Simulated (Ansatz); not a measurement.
# C2H12Si3: the cost of one run

Program: Ansatz 0.2.0. Level of theory: the levels named in each step. These are calculated values, not measurements.

## (1) Starting point

Bond lengths (14 of 16 bonds, heavy atoms first): Si1–C2 1.897 Å, C2–Si3 1.903 Å, Si3–C4 1.898 Å, C4–Si5 1.895 Å, Si1–H6 1.467 Å, Si1–H7 1.465 Å, Si1–H8 1.466 Å, C2–H9 1.090 Å, C2–H10 1.091 Å, Si3–H11 1.468 Å, Si3–H12 1.471 Å, C4–H13 1.091 Å, C4–H14 1.090 Å, Si5–H15 1.468 Å. Angles (14 of 30 angles, heavy atoms first): Si1–C2–Si3 115.7°, C2–Si3–C4 109.5°, Si3–C4–Si5 115.6°, Si1–C2–H9 108.6°, Si1–C2–H10 108.7°, Si3–C2–H9 108.6°, Si3–C2–H10 108.9°, C2–Si1–H6 109.7°, C2–Si1–H7 109.8°, C2–Si1–H8 110.6°, C2–Si3–H11 109.6°, C2–Si3–H12 109.3°, C4–Si3–H11 110.3°, C4–Si3–H12 109.7°.

Coordinates:

```xyz
17

Si    2.7211   -0.4515   -0.3240
C     1.4833   -0.7114    1.0904
Si   -0.1314    0.2872    0.9665
C    -1.1228   -0.2972   -0.5429
Si   -2.7531    0.6172   -0.8563
H     3.9240   -1.2556   -0.0819
H     3.0968    0.9620   -0.4010
H     2.1384   -0.8705   -1.6025
H     1.9738   -0.4625    2.0317
H     1.2394   -1.7726    1.1517
H     0.1821    1.7168    0.8472
H    -0.9244    0.0849    2.1893
H    -1.3327   -1.3623   -0.4364
H    -0.4944   -0.2032   -1.4290
H    -3.4333    0.0181   -2.0109
H    -3.6251    0.5133    0.3157
H    -2.4856    2.0280   -1.1421
```

## (2) A rough first relaxation, PBE-D4/def2-SVP

This run stands in another session on the same molecule. It ended at:

```xyz
17

Si    2.7289   -0.4623   -0.3029
C     1.4936   -0.7074    1.1089
Si   -0.1310    0.2554    0.9448
C    -1.1230   -0.3120   -0.5642
Si   -2.7462    0.6156   -0.8533
H     3.9802   -1.2708   -0.0812
H     3.1112    0.9898   -0.4147
H     2.1268   -0.8889   -1.6168
H     1.9861   -0.4087    2.0602
H     1.2605   -1.7907    1.2013
H     0.1749    1.7267    0.8185
H    -0.9668    0.0633    2.1853
H    -1.3469   -1.3957   -0.4551
H    -0.4916   -0.2107   -1.4735
H    -3.4892    0.0564   -2.0386
H    -3.6362    0.5064    0.3568
H    -2.4751    2.0743   -1.1097
```

## (3) Relaxation, PBE0-D4/def2-TZVP

This run stands in another session on the same molecule. It ended at:

```xyz
17

Si    2.6667   -0.5301   -0.3108
C     1.4805   -0.6792    1.1276
Si   -0.1235    0.2696    0.9292
C    -1.0645   -0.2496   -0.6033
Si   -2.7143    0.6063   -0.8216
H     3.9615   -1.2015   -0.0166
H     2.9368    0.9019   -0.6120
H     2.0872   -1.1574   -1.5296
H     1.9818   -0.3188    2.0329
H     1.2529   -1.7383    1.2904
H     0.1823    1.7251    0.8454
H    -0.9853    0.0544    2.1260
H    -1.2337   -1.3317   -0.5685
H    -0.4486   -0.0521   -1.4875
H    -3.3860    0.1642   -2.0740
H    -3.6112    0.2975    0.3244
H    -2.5265    2.0805   -0.8864
```

## (4) Turn 0°, PBE0-D4/def2-TZVP

File input.yaml:

```yaml
crystal:
  periodic: [false, false, false]
  atoms:
    - { symbol: Si, position_ang: [2.66662112, -0.53023765, -0.31085224] }
    - { symbol: C, position_ang: [1.48046477, -0.6791321, 1.12764751] }
    - { symbol: Si, position_ang: [-0.12343904, 0.26986713, 0.92930045] }
    - { symbol: C, position_ang: [-1.06443612, -0.24935848, -0.603201] }
    - { symbol: Si, position_ang: [-2.71435615, 0.60616148, -0.82161408] }
    - { symbol: H, position_ang: [3.96134777, -1.20176606, -0.01673914] }
    - { symbol: H, position_ang: [2.93693818, 0.90178384, -0.61196779] }
    - { symbol: H, position_ang: [2.08696549, -1.15737294, -1.52965016] }
    - { symbol: H, position_ang: [1.98193088, -0.31887901, 2.03286645] }
    - { symbol: H, position_ang: [1.25278101, -1.73829897, 1.29040323] }
    - { symbol: H, position_ang: [0.1823947, 1.72530509, 0.84542437] }
    - { symbol: H, position_ang: [-0.98526373, 0.05454688, 2.12610726] }
    - { symbol: H, position_ang: [-1.23340738, -1.33156785, -0.56837893] }
    - { symbol: H, position_ang: [-0.44841472, -0.05183243, -1.48731168] }
    - { symbol: H, position_ang: [-3.3857422, 0.16413615, -2.07404254] }
    - { symbol: H, position_ang: [-3.61127337, 0.29703621, 0.32410902] }
    - { symbol: H, position_ang: [-2.5269312, 2.0804287, -0.88634074] }
basis:
  gaussian: { orbitals: def2-TZVP }
hamiltonian:
  xc: pbe0
  dispersion: d4
output:
  forces: true
```

Run with:

```bash
$ ansatz run input.yaml --threads 8 --pin off --max-ram 22528MiB --backend cpu --events-out ev --progress --plain --runs-dir out
```

What time and memory should one allow on 8 threads of Arm Neoverse V1, shared host?

About 3 s, with a peak of 0.82 GiB.
